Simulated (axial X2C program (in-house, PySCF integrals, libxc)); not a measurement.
# Linear OGaO⁺ at several levels

How do method and spin–orbit coupling move the bonds and stretches of OGaO⁺, held linear?

Computed with an in-house X2C program for linear molecules on PySCF integrals. Level: all-electron X2C, two-component (2c) or spin-free, O dyall-av3z, Ga dyall-v3z.

All values are calculated.

2 further runs of the same task are left out: 2 set aside as unsound or not needed.

### 1 The job

The input, task.json:

```json
{"zs": [8, 31, 8], "q": 1, "bas": ["dyall-av3z", "dyall-v3z", "dyall-av3z"], "r0": [1.74, 1.74], "symm": 1, "scan": ["PBE0", "HF", "TPSSh"], "levels": ["PBE0", "HF", "LDA"], "nst": 2}
```

Keys: zs atomic numbers; q charge; bas basis sets; r0 starting distance in Å; symm equal bonds; scan levels of the two-bond scan (MP2 follows by itself at each HF point); levels methods; nst determinants followed.

Started as:

```sh
> python solin.py task.json out
```

Masses O 15.995, Ga 68.926, O 15.995 u.

### 2 Scan at PBE0, 2c

State: Ω = 3 (beyond evenly filled blocks: 2 × ω = 3/2). Energies above the lowest point, from the job's result record:

| r(O–Ga) (Å) | r(Ga–O) (Å) | E (meV) |
| --- | --- | --- |
| 1.7033 | 1.7033 | 49.36 |
| 1.7033 | 1.7470 | 25.43 |
| 1.7033 | 1.7907 | 53.23 |
| 1.7470 | 1.7033 | 25.43 |
| 1.7470 | 1.7470 | 0.00 |
| 1.7470 | 1.7907 | 26.28 |
| 1.7470 | 1.8344 | 93.24 |
| 1.7907 | 1.7033 | 53.23 |
| 1.7907 | 1.7470 | 26.28 |
| 1.7907 | 1.7907 | 51.03 |
| 1.8344 | 1.7470 | 93.24 |
| 1.8344 | 1.8344 | 180.29 |

A quadratic surface with cubic terms in each bond gives the minimum at 1.745 and 1.745 Å, force constants 4.38, 4.38 and coupling -0.13 mdyn/Å.

### 3 Scan at HF, 2c

State: Ω = 3 (beyond evenly filled blocks: 2 × ω = 3/2). Energies above the lowest point, from the job's result record:

| r(O–Ga) (Å) | r(Ga–O) (Å) | E (meV) |
| --- | --- | --- |
| 1.7033 | 1.7033 | 19.72 |
| 1.7033 | 1.7470 | 10.25 |
| 1.7033 | 1.7907 | 55.93 |
| 1.7470 | 1.7033 | 10.25 |
| 1.7470 | 1.7470 | 0.00 |
| 1.7470 | 1.7907 | 44.93 |
| 1.7470 | 1.8344 | 132.54 |
| 1.7907 | 1.7033 | 55.93 |
| 1.7907 | 1.7470 | 44.93 |
| 1.7907 | 1.7907 | 89.19 |
| 1.8344 | 1.7470 | 132.54 |
| 1.8344 | 1.8344 | 263.01 |

A quadratic surface with cubic terms in each bond gives the minimum at 1.732 and 1.732 Å, force constants 5, 5 and coupling -0.05 mdyn/Å.

### 4 Scan at TPSSh, 2c

State: Ω = 3 (beyond evenly filled blocks: 2 × ω = 3/2). Energies above the lowest point, from the job's result record:

| r(O–Ga) (Å) | r(Ga–O) (Å) | E (meV) |
| --- | --- | --- |
| 1.7033 | 1.7033 | 67.81 |
| 1.7033 | 1.7470 | 34.69 |
| 1.7033 | 1.7907 | 53.41 |
| 1.7470 | 1.7033 | 34.69 |
| 1.7470 | 1.7470 | 0.00 |
| 1.7470 | 1.7907 | 17.12 |
| 1.7470 | 1.8344 | 75.07 |
| 1.7907 | 1.7033 | 53.41 |
| 1.7907 | 1.7470 | 17.12 |
| 1.7907 | 1.7907 | 32.62 |
| 1.8344 | 1.7470 | 75.07 |
| 1.8344 | 1.8344 | 143.55 |

A quadratic surface with cubic terms in each bond gives the minimum at 1.753 and 1.753 Å, force constants 4.22, 4.22 and coupling -0.14 mdyn/Å.

### 5 Comparison

| level | r(O–Ga) (Å) | r(Ga–O) (Å) | lower stretch (cm⁻¹) | upper stretch (cm⁻¹) |
| --- | --- | --- | --- | --- |
| PBE0, 2c | 1.745 | 1.745 | 671.6 | 836.9 |
| HF, 2c | 1.732 | 1.732 | 724.3 | 885.7 |
| TPSSh, 2c | 1.753 | 1.753 | 657.9 | 822.3 |
| MP2, 2c | 1.746 | 1.746 | 680.8 | 857.1 |
| PBE0, spin-free | 1.745 | 1.745 | 671.4 | 836.6 |
| HF, spin-free | 1.732 | 1.732 | 724.3 | 885.6 |
| TPSSh, spin-free | 1.753 | 1.753 | 657.7 | 822.0 |
| MP2, spin-free | 1.746 | 1.746 | 680.7 | 857.0 |

Scans not shown above were run alike.

In words: Over the levels the O–Ga bond spans 1.732 to 1.753 Å and the Ga–O bond 1.732 to 1.753 Å. At PBE0 spin–orbit coupling leaves both bonds unchanged to 0.001 Å. Each state is one determinant, the lowest of a limited PBE0 search; the stretches come from a fit to few points and are good to some per cent at best. The stretches are sorted by size, and where the two bonds are alike the symmetric and antisymmetric modes can swap order between levels. MP2 freezes inner shells (threshold -2 hartree). The molecule was held linear; bending was not examined, so a bent shape may lie lower. Open-shell Ω = 0 determinants with evenly filled partner blocks cannot be reached by this program, so the Ω shown need not be the lowest component. Note: functional without a current term on a determinant with orbital currents, of the molecule or an atom. Note: several unpaired electrons, one determinant need not be a pure state.
